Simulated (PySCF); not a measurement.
# C4H12Si: the cost of one run

Computed with PySCF 2.14.0 and routines of our own; the level stands in each step. Atoms count from 0.

## Step 1: The starting structure

17 atoms, charge 0, multiplicity 1; geometry from: GFN2-xTB.

## Step 2: Relaxing the molecule at PBE0-D3(BJ)/def2-SVP

What the job is given:

```
{"job": {"xc": "PBE0", "basis": "def2-SVP", "d3": "d3bj", "grid": 1, "maxiter": 30, "shake": 0.01, "kind": "geom"}, "charge": 0, "multiplicity": 1}
C     -0.386160    -1.238980    -1.415200
Si    -0.006850    -0.005200    -0.003910
C     -0.012070     1.783230    -0.684010
C     -1.286560    -0.152670     1.366730
C      1.713280    -0.422220     0.711010
H     -1.383580    -0.998740    -1.855540
H     -0.409150    -2.243640    -1.070010
H      0.342490    -1.142510    -2.222390
H      0.240630     2.507270     0.125740
H     -0.960820     2.055470    -1.079160
H      0.737630     1.904750    -1.453270
H     -2.306250     0.076230     1.000840
H     -1.379230    -1.150260     1.769490
H     -1.133670     0.528590     2.198680
H      1.741830    -1.437120     1.117350
H      2.492600    -0.322710    -0.025320
H      1.979390     0.270340     1.529150
```

Run with:

```sh
OMP_NUM_THREADS=4 python heavy_run.py task.json out
```

This one command runs all jobs of the session in turn.

**Question.** How long does this first job take on 4 threads of Arm Neoverse V2, shared host, and how much memory does it need?

About 45 s, with a peak of 0.6 GiB.
